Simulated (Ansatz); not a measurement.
# C4H9Cl3Ge: the cost of one run

Computed with Ansatz 0.2.0, Gaussian basis. Level: one geometry, several basis sets.

Levels to be run: PBE0-D4/def2-SVP; ωB97M-V/def2-SVP; PBE0-D4/def2-QZVPP; ωB97M-V/def2-QZVPP; the functionals' def2-TZVPP values are taken from earlier runs.

**1. The relaxed structure**

The geometry comes from an earlier relaxation with PBE0-D4 in a triple-zeta def2 set; it is a stationary point, not always the lowest conformer.

SMILES `CC(C)[CH2][Ge]([Cl])([Cl])[Cl]`, 17 atoms, charge 0, spin multiplicity 1.

Atoms are counted from 1 here; the program's logs count them from 0.

Bond lengths: C1–C2 1.523 Å, C1–H9 1.093 Å, C1–H10 1.094 Å, C1–H11 1.093 Å, C2–C3 1.521 Å, C2–C4 1.526 Å, C2–H12 1.096 Å, C3–H13 1.094 Å, C3–H14 1.093 Å, C3–H15 1.092 Å, C4–Ge5 1.942 Å, C4–H16 1.095 Å, C4–H17 1.094 Å, Ge5–Cl6 2.140 Å, Ge5–Cl7 2.140 Å, Ge5–Cl8 2.141 Å. Angles: C2–C1–H9 110.8°, C2–C1–H10 110.8°, C2–C1–H11 111.5°, H9–C1–H10 107.8°, H9–C1–H11 108.0°, H10–C1–H11 107.9°, C1–C2–C3 111.0°, C1–C2–C4 109.4°, C1–C2–H12 108.1°, C3–C2–C4 112.2°, C3–C2–H12 108.2°, C4–C2–H12 108.0°, C2–C3–H13 110.9°, C2–C3–H14 112.2°, C2–C3–H15 110.6°, H13–C3–H14 107.7°, H13–C3–H15 107.9°, H14–C3–H15 107.4° and more.

**2. PBE0-D4 in def2-SVP**

The input, in.yaml:

```yaml
crystal:
  periodic: [false, false, false]
  atoms:
    - {symbol: C, position_ang: [-0.184246, -1.966970, 0.694279]}
    - {symbol: C, position_ang: [-0.325028, -0.647346, -0.053635]}
    - {symbol: C, position_ang: [-1.507891, 0.152511, 0.470656]}
    - {symbol: C, position_ang: [0.984283, 0.131313, 0.042077]}
    - {symbol: Ge, position_ang: [1.059842, 1.773506, -0.991642]}
    - {symbol: Cl, position_ang: [3.088996, 2.270071, -1.455046]}
    - {symbol: Cl, position_ang: [0.237115, 3.463398, 0.031422]}
    - {symbol: Cl, position_ang: [0.011117, 1.590706, -2.848996]}
    - {symbol: H, position_ang: [-1.097193, -2.560836, 0.607102]}
    - {symbol: H, position_ang: [-0.000087, -1.792077, 1.758648]}
    - {symbol: H, position_ang: [0.644267, -2.562668, 0.303656]}
    - {symbol: H, position_ang: [-0.507016, -0.873615, -1.110537]}
    - {symbol: H, position_ang: [-1.349582, 0.445426, 1.512995]}
    - {symbol: H, position_ang: [-1.679646, 1.063715, -0.107536]}
    - {symbol: H, position_ang: [-2.423200, -0.441411, 0.425152]}
    - {symbol: H, position_ang: [1.200441, 0.419038, 1.076368]}
    - {symbol: H, position_ang: [1.828727, -0.465261, -0.314661]}
basis:
  gaussian: {orbitals: def2-SVP}
hamiltonian: {xc: pbe0, dispersion: d4}
output: {orbitals: {seedname: orbitals}}
```

The run is started by

```bash
$ ansatz run in.yaml --threads 5 --pin off --events-out ev --progress --plain --max-ram 66560MiB --backend cpu
```

Q: Estimate wall time and peak memory on 5 threads of AMD EPYC 7R13, shared host.

About 6 s, with a peak of 0.74 GiB.
